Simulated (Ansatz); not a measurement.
This script drives the Ansatz DFT code, driven from Python.

`lattice_scpd.py`:
```python
# -*- coding: utf-8 -*-
"""Relaxed cell of ScPd under several functionals."""

import argparse
import warnings

import ansatz as az
import numpy as np

parser = argparse.ArgumentParser(description="Relaxed cell of ScPd under several functionals.")
parser.add_argument("--occupations", required=True, help="how the bands are filled")
parser.add_argument("--ecut", type=float, required=True, help="basis")
args = parser.parse_args()

def edges_and_angles(cell):
    cell = np.asarray(cell)
    a, b, c = np.linalg.norm(cell, axis=1)
    cosines = cell[1] @ cell[2] / (b * c), cell[0] @ cell[2] / (a * c), cell[0] @ cell[1] / (a * b)
    return (a, b, c, *np.degrees(np.arccos(cosines)))


def main():
    warnings.simplefilter("ignore", az.DeckWarning)

    cell = (
        az.Lattice.of([3.283, 0.0, 0.0], [0.0, 3.283, 0.0], [0.0, 0.0, 3.283])
        .atom("Sc", [0.5, 0.5, 0.5])
        .atom("Pd", [0.0, 0.0, 0.0])
    )

    model = cell.calculation()
    model = model.kpoints(8)
    model = model.occupations(args.occupations, width=50 * az.meV).basis(args.ecut)
    model = model.relax(cell=True)

    levels = [("pbesol", "d3bj"), ("blyp", "d3bj"), ("lda", "none")]
    print("level            a       b       c    alpha   beta  gamma  V/atom  steps")
    for name, dispersion in levels:
        seen = []
        run = model.functional(name, dispersion=dispersion).session().plan()
        res = run.execute(on_event=lambda e: seen.append(e) if e["event"] == "relax_step" else None)
        cell = res.lattice.cell_ang
        label = name if dispersion == "none" else f"{name}+{dispersion}"
        print("{:13s} {:7.4f} {:7.4f} {:7.4f} {:6.2f} {:6.2f} {:6.2f}".format(label, *edges_and_angles(cell)), f"{abs(np.linalg.det(cell)) / len(res.lattice.sites):7.3f} {len(seen):5d}")


if __name__ == "__main__":
    main()
```

It is started by `python lattice_scpd.py --occupations Fermi-Dirac --ecut 510.0`. Estimate its wall time and peak memory on 1 thread of Arm Neoverse V2, with other jobs on the host.

It took about 24 s, with a peak of 0.43 GiB, for 3 runs of the engine.

Output of `python lattice_scpd.py --occupations Fermi-Dirac --ecut 510.0`:
```text
level            a       b       c    alpha   beta  gamma  V/atom  steps
pbesol+d3bj    3.2219  3.2219  3.2219  90.00  90.00  90.00  16.723     6
blyp+d3bj      3.2426  3.2426  3.2426  90.00  90.00  90.00  17.047     5
lda            3.2294  3.2294  3.2294  90.00  90.00  90.00  16.840     5
```

From smallest to largest: PBEsol+D3BJ (16.72 Å³ an atom, -5.5 % against the start), LDA (16.84 Å³ an atom, -4.8 % against the start) and BLYP+D3BJ (17.05 Å³ an atom, -3.6 % against the start). The spread is 1.9 % in volume.

Notes:
- Forces vanish by symmetry, so the ions can't move, and the end may be a saddle.
- BLYP and dispersion corrections can be off by several per cent in the lattices of metals, and by several GPa in the pressure at a fixed cell.
- The mesh is modest for a metal, so energies can be off by several to tens of meV an atom and pressures by half a GPa or more; differences at equal mesh fare better.
- The structure is a deposited one; some such entries were measured under pressure or heat, so a shift against it needn't be the functional's error alone.

(A comment or docstring line of the script was reworded after the run, the code is as it ran; lines on the test bed's own set-up are left out of the output.)
